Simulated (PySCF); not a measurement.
**Cs⁻: electron affinity in aug-cc-pVQZ-X2C**

Each state of caesium is computed at each level; their differences give the electron affinity. How far do the methods differ?

The numbers are computed with PySCF 2.14.0 (unrestricted determinants in a Gaussian basis, no spin-orbit coupling in the energies), except any that are marked as measured or tabulated.

## (1) The atom as given

```
Element                                   : caesium (Z = 55)
Basis                                     : aug-cc-pVQZ-X2C
Hamiltonian                               : scalar relativity by spin-free X2C-1e
State 1                                   : Cs⁻: [Xe] 6s2, closed-shell 1S
Needed too, but not shown                 : Cs [Xe] 6s1 (2S)
Methods                                   : UHF, LDA, PBE, PBE0, r2SCAN, TPSSh, B3LYP, MP2
Core shells frozen in the correlated runs : valence: [Xe] (for Cs⁻)
```

The outer shells:

Cs- [Xe] 6s2
```
[Xe] core
6s [↑↓]
```

One driver process ran all states and methods and kept the integrals in memory. Each run is shown as a PySCF script that sums up its settings (the driver passes frozen orbitals as a list and adds second-order terms of double hybrids); the logs are those of the runs themselves. The driver starts from symmetry-adapted Hartree-Fock orbitals, holds the occupation by maximum overlap and uses a logarithmic radial grid for functionals, so a plain start would take other cycles.

The integrals over 118 functions and the set-up took 73 s of CPU time.

## (2) Cs⁻, method by method

Level: UHF.

Contents of input.py:

```python
from pyscf import gto, scf, dft, mp, cc
import basis_set_exchange as bse
mol = gto.M(atom="Cs 0 0 0", charge=-1, spin=0, symmetry="D2h",
            basis=gto.basis.parse(bse.get_basis("aug-cc-pVQZ-X2C", elements=["Cs"], fmt="nwchem")),
            nucmod="G")
mf = scf.UHF(mol).sfx2c1e()
mf.irrep_nelec = {'Ag': (10, 10), 'B1g': (2, 2), 'B2g': (2, 2), 'B3g': (2, 2), 'B1u': (4, 4), 'B2u': (4, 4), 'B3u': (4, 4)}
mf.kernel()
```

Standard output:

```text
damping factor = 0
level_shift factor = 0
DIIS = <class 'pyscf.scf.diis.CDIIS'>
diis_start_cycle = 1
diis_space = 10
diis_damp = 0
SCF conv_tol = 1e-09
SCF conv_tol_grad = None
number electrons alpha = 28  beta = 28
cycle= 1 E= -7783.10057409931  delta_E= -2.06e-10  |g|= 1.95e-06  |ddm|= 0.00029
converged SCF energy = -7783.10057409931  <S^2> = -7.1054274e-15  2S+1 = 1
```

It used 14 s of CPU time after the integrals (shared host).

Orbital energies by shell (radii are means over both spins):

```tsv
shell	electrons	mean orbital energy (eV)	spread (eV)	rms radius (bohr)
1s	2	-36154.5	0	0.0298
2s	2	-5772.8	0	0.121
2p	6	-5175.6	0	0.108
3s	2	-1242.5	0	0.318
3p	6	-1045.2	0	0.318
3d	10	-753.75	0	0.296
4s	2	-250.92	0	0.738
4p	6	-185.00	0	0.787
4d	10	-85.566	0	0.902
5s	2	-32.725	0	1.88
5p	6	-15.635	0	2.23
6s	2	-0.228	0	9.29
```

⟨S²⟩ = 0.000, ⟨L²⟩ = 0.00.

Spin-orbit constants on these orbitals (cm⁻¹; bare nucleus, screened nucleus, mean field): 4d 8611, 7046, n/a; 5p 7938, 7650, n/a.

The p, d and f levels are scalar averages; spin-orbit coupling splits them strongly at this Z. The outer electron is barely bound at this level, so radii and moments hang on the diffuse functions.

Level: LDA.

Changes to input.py:

```diff
@@ -5,3 +5,3 @@
             nucmod="G")
-mf = scf.UHF(mol).sfx2c1e()
+mf = dft.UKS(mol, xc="LDA,VWN").sfx2c1e()
 mf.irrep_nelec = {'Ag': (10, 10), 'B1g': (2, 2), 'B2g': (2, 2), 'B3g': (2, 2), 'B1u': (4, 4), 'B2u': (4, 4), 'B3u': (4, 4)}
```

Standard output:

```text
damping factor = 0
level_shift factor = 0
DIIS = <class 'pyscf.scf.diis.CDIIS'>
diis_start_cycle = 1
diis_space = 10
diis_damp = 0
SCF conv_tol = 1e-09
SCF conv_tol_grad = None
number electrons alpha = 28  beta = 28
XC functionals = LDA,VWN
    P. A. M. Dirac.,  Math. Proc. Cambridge Philos. Soc. 26, 376 (1930)
    F. Bloch.,  Z. Phys. 57, 545 (1929)
    S. H. Vosko, L. Wilk, and M. Nusair.,  Can. J. Phys. 58, 1200 (1980)
cycle= 1 E= -7779.28326173928  delta_E= -0.00521  |g|= 0.0382  |ddm|= 5.52
cycle= 2 E= -7779.28218363274  delta_E= 0.00108  |g|= 0.041  |ddm|= 3.85
cycle= 3 E= -7779.2872737909  delta_E= -0.00509  |g|= 0.00248  |ddm|= 2.42
cycle= 4 E= -7779.28731988869  delta_E= -4.61e-05  |g|= 0.00135  |ddm|= 0.167
cycle= 5 E= -7779.28733077791  delta_E= -1.09e-05  |g|= 4.89e-05  |ddm|= 0.0663
cycle= 6 E= -7779.28733078621  delta_E= -8.3e-09  |g|= 1.59e-05  |ddm|= 0.00534
cycle= 7 E= -7779.28733078746  delta_E= -1.25e-09  |g|= 4.14e-07  |ddm|= 0.00144
cycle= 8 E= -7779.28733078746  delta_E= -9.09e-13  |g|= 1.21e-08  |ddm|= 8.21e-05
converged SCF energy = -7779.28733078746  <S^2> = -2.1316282e-14  2S+1 = 1
```

CPU time 2.3 s on a shared host, the integrals not counted.

The p, d and f levels are scalar averages; spin-orbit coupling splits them strongly at this Z. At LDA the highest occupied level has a positive energy, so only the finite basis holds that electron; in a density functional this comes from self-interaction and does not mean that the real anion is unbound.

Level: PBE.

Changes to input.py:

```diff
@@ -5,3 +5,3 @@
             nucmod="G")
-mf = dft.UKS(mol, xc="LDA,VWN").sfx2c1e()
+mf = dft.UKS(mol, xc="PBE").sfx2c1e()
 mf.irrep_nelec = {'Ag': (10, 10), 'B1g': (2, 2), 'B2g': (2, 2), 'B3g': (2, 2), 'B1u': (4, 4), 'B2u': (4, 4), 'B3u': (4, 4)}
```

Standard output:

```text
damping factor = 0
level_shift factor = 0
DIIS = <class 'pyscf.scf.diis.CDIIS'>
diis_start_cycle = 1
diis_space = 10
diis_damp = 0
SCF conv_tol = 1e-09
SCF conv_tol_grad = None
number electrons alpha = 28  beta = 28
XC functionals = PBE
    J. P. Perdew, K. Burke, and M. Ernzerhof.,  Phys. Rev. Lett. 77, 3865 (1996)
    J. P. Perdew, K. Burke, and M. Ernzerhof.,  Phys. Rev. Lett. 78, 1396 (1997)
    J. P. Perdew, K. Burke, and M. Ernzerhof.,  Phys. Rev. Lett. 77, 3865 (1996)
    J. P. Perdew, K. Burke, and M. Ernzerhof.,  Phys. Rev. Lett. 78, 1396 (1997)
cycle= 1 E= -7785.71060030607  delta_E= -0.00353  |g|= 0.0298  |ddm|= 4.27
cycle= 2 E= -7785.71036924244  delta_E= 0.000231  |g|= 0.0287  |ddm|= 3.42
cycle= 3 E= -7785.71281681661  delta_E= -0.00245  |g|= 0.00165  |ddm|= 2.35
cycle= 4 E= -7785.71283474939  delta_E= -1.79e-05  |g|= 0.00072  |ddm|= 0.231
cycle= 5 E= -7785.71283788244  delta_E= -3.13e-06  |g|= 6.81e-05  |ddm|= 0.054
cycle= 6 E= -7785.71283791417  delta_E= -3.17e-08  |g|= 4.85e-06  |ddm|= 0.0104
cycle= 7 E= -7785.71283791424  delta_E= -7.19e-11  |g|= 3.43e-07  |ddm|= 0.000407
converged SCF energy = -7785.71283791424  <S^2> = -7.1054274e-15  2S+1 = 1
```

CPU time 3.4 s on a shared host, the integrals not counted.

The p, d and f levels are scalar averages; spin-orbit coupling splits them strongly at this Z. At PBE the highest occupied level has a positive energy, so only the finite basis holds that electron; in a density functional this comes from self-interaction and does not mean that the real anion is unbound.

Level: PBE0.

Changes to input.py:

```diff
@@ -5,3 +5,3 @@
             nucmod="G")
-mf = dft.UKS(mol, xc="PBE").sfx2c1e()
+mf = dft.UKS(mol, xc="PBE0").sfx2c1e()
 mf.irrep_nelec = {'Ag': (10, 10), 'B1g': (2, 2), 'B2g': (2, 2), 'B3g': (2, 2), 'B1u': (4, 4), 'B2u': (4, 4), 'B3u': (4, 4)}
```

Standard output:

```text
damping factor = 0
level_shift factor = 0
DIIS = <class 'pyscf.scf.diis.CDIIS'>
diis_start_cycle = 1
diis_space = 10
diis_damp = 0
SCF conv_tol = 1e-09
SCF conv_tol_grad = None
number electrons alpha = 28  beta = 28
XC functionals = PBE0
    C. Adamo and V. Barone.,  J. Chem. Phys. 110, 6158 (1999)
    M. Ernzerhof and G. E. Scuseria.,  J. Chem. Phys. 110, 5029 (1999)
cycle= 1 E= -7785.79905236983  delta_E= -0.00353  |g|= 0.0168  |ddm|= 3.06
cycle= 2 E= -7785.79932927748  delta_E= -0.000277  |g|= 0.00838  |ddm|= 1.08
cycle= 3 E= -7785.79938337714  delta_E= -5.41e-05  |g|= 0.000338  |ddm|= 0.385
cycle= 4 E= -7785.79938423576  delta_E= -8.59e-07  |g|= 9.74e-05  |ddm|= 0.0305
cycle= 5 E= -7785.79938432089  delta_E= -8.51e-08  |g|= 1.26e-05  |ddm|= 0.0102
cycle= 6 E= -7785.79938432229  delta_E= -1.39e-09  |g|= 1.46e-06  |ddm|= 0.00108
cycle= 7 E= -7785.79938432233  delta_E= -4.09e-11  |g|= 1.35e-07  |ddm|= 0.00046
converged SCF energy = -7785.79938432233  <S^2> = -3.5527137e-15  2S+1 = 1
```

CPU time 5.5 s on a shared host, the integrals not counted.

The p, d and f levels are scalar averages; spin-orbit coupling splits them strongly at this Z. At PBE0 the highest occupied level has a positive energy, so only the finite basis holds that electron; in a density functional this comes from self-interaction and does not mean that the real anion is unbound.

Level: r2SCAN.

Changes to input.py:

```diff
@@ -5,3 +5,3 @@
             nucmod="G")
-mf = dft.UKS(mol, xc="PBE0").sfx2c1e()
+mf = dft.UKS(mol, xc="R2SCAN").sfx2c1e()
 mf.irrep_nelec = {'Ag': (10, 10), 'B1g': (2, 2), 'B2g': (2, 2), 'B3g': (2, 2), 'B1u': (4, 4), 'B2u': (4, 4), 'B3u': (4, 4)}
```

Standard output:

```text
damping factor = 0
level_shift factor = 0
DIIS = <class 'pyscf.scf.diis.CDIIS'>
diis_start_cycle = 1
diis_space = 10
diis_damp = 0
SCF conv_tol = 1e-09
SCF conv_tol_grad = None
number electrons alpha = 28  beta = 28
XC functionals = R2SCAN
    J. W. Furness, A. D. Kaplan, J. Ning, J. P. Perdew, and J. Sun.,  J. Phys. Chem. Lett. 11, 8208-8215 (2020)
    J. W. Furness, A. D. Kaplan, J. Ning, J. P. Perdew, and J. Sun.,  J. Phys. Chem. Lett. 11, 9248-9248 (2020)
    J. W. Furness, A. D. Kaplan, J. Ning, J. P. Perdew, and J. Sun.,  J. Phys. Chem. Lett. 11, 8208-8215 (2020)
    J. W. Furness, A. D. Kaplan, J. Ning, J. P. Perdew, and J. Sun.,  J. Phys. Chem. Lett. 11, 9248-9248 (2020)
cycle= 1 E= -7786.14312092703  delta_E= -0.00238  |g|= 0.0136  |ddm|= 2.35
cycle= 2 E= -7786.14346653522  delta_E= -0.000346  |g|= 0.00997  |ddm|= 0.642
cycle= 3 E= -7786.14364151594  delta_E= -0.000175  |g|= 0.000555  |ddm|= 0.308
cycle= 4 E= -7786.14364210991  delta_E= -5.94e-07  |g|= 8e-05  |ddm|= 0.0238
cycle= 5 E= -7786.14364213992  delta_E= -3e-08  |g|= 1.03e-05  |ddm|= 0.00644
cycle= 6 E= -7786.14364214171  delta_E= -1.8e-09  |g|= 5.03e-06  |ddm|= 0.00188
cycle= 7 E= -7786.14364214195  delta_E= -2.35e-10  |g|= 7.91e-07  |ddm|= 0.000693
converged SCF energy = -7786.14364214195  <S^2> = -7.1054274e-15  2S+1 = 1
```

CPU time 7 s on a shared host, the integrals not counted.

The p, d and f levels are scalar averages; spin-orbit coupling splits them strongly at this Z. At r2SCAN the highest occupied level has a positive energy, so only the finite basis holds that electron; in a density functional this comes from self-interaction and does not mean that the real anion is unbound.

Level: TPSSh.

Changes to input.py:

```diff
@@ -5,3 +5,3 @@
             nucmod="G")
-mf = dft.UKS(mol, xc="R2SCAN").sfx2c1e()
+mf = dft.UKS(mol, xc="TPSSH").sfx2c1e()
 mf.irrep_nelec = {'Ag': (10, 10), 'B1g': (2, 2), 'B2g': (2, 2), 'B3g': (2, 2), 'B1u': (4, 4), 'B2u': (4, 4), 'B3u': (4, 4)}
```

Standard output:

```text
damping factor = 0
level_shift factor = 0
DIIS = <class 'pyscf.scf.diis.CDIIS'>
diis_start_cycle = 1
diis_space = 10
diis_damp = 0
SCF conv_tol = 1e-09
SCF conv_tol_grad = None
number electrons alpha = 28  beta = 28
XC functionals = TPSSH
    V. N. Staroverov, G. E. Scuseria, J. Tao, and J. P. Perdew.,  J. Chem. Phys. 119, 12129 (2003)
cycle= 1 E= -7785.8329493286  delta_E= -0.00289  |g|= 0.0139  |ddm|= 2.56
cycle= 2 E= -7785.83322125836  delta_E= -0.000272  |g|= 0.00847  |ddm|= 1.24
cycle= 3 E= -7785.833303744  delta_E= -8.25e-05  |g|= 0.000451  |ddm|= 0.36
cycle= 4 E= -7785.83330479256  delta_E= -1.05e-06  |g|= 0.000106  |ddm|= 0.0691
cycle= 5 E= -7785.83330487089  delta_E= -7.83e-08  |g|= 8.89e-06  |ddm|= 0.0351
cycle= 6 E= -7785.83330487113  delta_E= -2.4e-10  |g|= 6.58e-07  |ddm|= 0.000489
converged SCF energy = -7785.83330487113  <S^2> = -3.5527137e-15  2S+1 = 1
```

It used 8.6 s of CPU time after the integrals (shared host).

The p, d and f levels are scalar averages; spin-orbit coupling splits them strongly at this Z. At TPSSh the highest occupied level has a positive energy, so only the finite basis holds that electron; in a density functional this comes from self-interaction and does not mean that the real anion is unbound.

Level: B3LYP.

Changes to input.py:

```diff
@@ -5,3 +5,3 @@
             nucmod="G")
-mf = dft.UKS(mol, xc="TPSSH").sfx2c1e()
+mf = dft.UKS(mol, xc="B3LYP").sfx2c1e()
 mf.irrep_nelec = {'Ag': (10, 10), 'B1g': (2, 2), 'B2g': (2, 2), 'B3g': (2, 2), 'B1u': (4, 4), 'B2u': (4, 4), 'B3u': (4, 4)}
```

Standard output:

```text
damping factor = 0
level_shift factor = 0
DIIS = <class 'pyscf.scf.diis.CDIIS'>
diis_start_cycle = 1
diis_space = 10
diis_damp = 0
SCF conv_tol = 1e-09
SCF conv_tol_grad = None
number electrons alpha = 28  beta = 28
XC functionals = B3LYP
    P. J. Stephens, F. J. Devlin, C. F. Chabalowski, and M. J. Frisch.,  J. Phys. Chem. 98, 11623 (1994)
cycle= 1 E= -7786.24111204608  delta_E= -0.00493  |g|= 0.0224  |ddm|= 3.61
cycle= 2 E= -7786.24174862881  delta_E= -0.000637  |g|= 0.0152  |ddm|= 1.56
cycle= 3 E= -7786.24210472109  delta_E= -0.000356  |g|= 0.000356  |ddm|= 0.653
cycle= 4 E= -7786.24210501692  delta_E= -2.96e-07  |g|= 2.19e-05  |ddm|= 0.0168
cycle= 5 E= -7786.24210502006  delta_E= -3.13e-09  |g|= 5.12e-06  |ddm|= 0.00122
cycle= 6 E= -7786.24210502023  delta_E= -1.7e-10  |g|= 1.24e-06  |ddm|= 0.000226
converged SCF energy = -7786.24210502023  <S^2> = -1.4210855e-14  2S+1 = 1
```

CPU time 5.8 s on a shared host, the integrals not counted.

The p, d and f levels are scalar averages; spin-orbit coupling splits them strongly at this Z. At B3LYP the highest occupied level has a positive energy, so only the finite basis holds that electron; in a density functional this comes from self-interaction and does not mean that the real anion is unbound.

Level: MP2 (valence).

Changes to input.py:

```diff
@@ -5,4 +5,5 @@
             nucmod="G")
-mf = dft.UKS(mol, xc="B3LYP").sfx2c1e()
+mf = scf.UHF(mol).sfx2c1e()
 mf.irrep_nelec = {'Ag': (10, 10), 'B1g': (2, 2), 'B2g': (2, 2), 'B3g': (2, 2), 'B1u': (4, 4), 'B2u': (4, 4), 'B3u': (4, 4)}
 mf.kernel()
+mp.UMP2(mf, frozen=27).kernel()
```

This step left no log, only its results.

CPU time 2.4 s on a shared host, the integrals not counted.

With 2 electrons correlated, the MP2 correlation energy is -0.01285 hartree (0.00000 same spin, -0.01285 opposite spin); the SCS form gives -0.01542. Largest pairs of shells: 6s-6s -0.0128.

Radial density 4πr²ρ of Cs⁻ at UHF, without picture-change correction:

```tsv
r (bohr)	density
0.000417	0.845
0.000701	1.92
0.00118	4.31
0.00198	9.38
0.00334	19.3
0.00561	36.3
0.00944	58.2
0.0159	72.4
0.0267	66.0
0.0449	67.1
0.0755	93.0
0.127	71.7
0.214	78.5
0.359	42.3
0.605	30.9
1.02	14.9
1.71	6.02
2.88	1.65
4.84	0.283
8.14	0.205
13.7	0.0574
23.0	0.00366
```

## (3) Differences of total energies

Electron affinity: Cs⁻ [Xe] 6s2 (1S) → Cs [Xe] 6s1 (2S).

```tsv
method	value (eV)	error (eV)
UHF	-0.0654	-0.5371
LDA	0.5679	+0.0962
PBE	0.4967	+0.0251
PBE0	0.4592	-0.0124
r2SCAN	0.3744	-0.0972
TPSSh	0.4882	+0.0166
B3LYP	0.4940	+0.0224
MP2 (valence)	0.2842	-0.1875
SCS-MP2 (valence)	0.3541	-0.1175
```

Reference: 0.472 eV (measured; CRC Handbook (2014) and Andersen, Phys. Rep. 394, 157 (2004), with later updates, as tabulated in the mendeleev Python package). Errors of the correlated levels include the incompleteness of this basis. In the anion the highest occupied orbital energy is positive at LDA, PBE, PBE0, r2SCAN, TPSSh, B3LYP, a self-interaction effect; the basis confines that electron, and the energy difference can still be sensible.

The differences also use runs on Cs [Xe] 6s1 (2S), which are not shown here.

## (4) Summary of results

| quantity | value |
| --- | --- |
| electron affinity, Cs | UHF -0.065, MP2 (valence) 0.284 eV; reference 0.472 |

Accuracy by level (over 1 difference):

```tsv
method	mean absolute miss against the measured value (with the measured fine structure taken into account where it is known) (eV)
UHF	0.537
LDA	0.096
PBE	0.025
PBE0	0.012
r2SCAN	0.097
TPSSh	0.017
B3LYP	0.022
MP2 (valence)	0.187
SCS-MP2 (valence)	0.118
```

Against experiment PBE0 comes closest (off by 0.01 eV), level with TPSSh and UHF is farthest (0.54 eV). Hartree-Fock falls short because the species with more electrons holds more correlation energy, which it lacks. PBE is off by +0.03 eV. The basis is finite, and no extrapolation was made.
